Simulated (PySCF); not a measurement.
# CH2BrF (Methane, bromofluoro-): the cost of one run

Computed with PySCF 2.14.0, with density-fitted response routines of our own, on a single molecule, in the gas phase or a continuum. Atoms are numbered from 0 throughout.

**1. The molecule as given**

5 atoms, charge 0, multiplicity 1; geometry from: GFN2-xTB. The atoms were then displaced at random by about 0.01 Å, so the start is not that level's minimum.

Bonds of the start (Å): F0–C1 1.31, C1–Br2 1.93, C1–H3 1.08, C1–H4 1.10.

**2. Geometry optimisation at PBE0-D3(BJ)/def2-TZVP**

What the job is given:

```
{"job": {"xc": "PBE0", "basis": "def2-TZVP", "d3": "d3bj", "grid": 2, "shake": 0.01, "kind": "geom"}, "charge": 0, "multiplicity": 1}
F     -0.777310     1.017850    -0.354980
C     -0.155900    -0.076670     0.014960
Br     1.753020     0.219880    -0.044780
H     -0.394520    -0.313400     1.042290
H     -0.391710    -0.881630    -0.695370
```

Launch:

```bash
OMP_NUM_THREADS=1 python probes_run.py task.json out
```

The driver reads the jobs from task.json and runs them one after another.

Q: Estimate the wall time and peak memory of this first job on 1 thread of Arm Neoverse N1, shared host.

About 34 s, with a peak of 0.48 GiB.
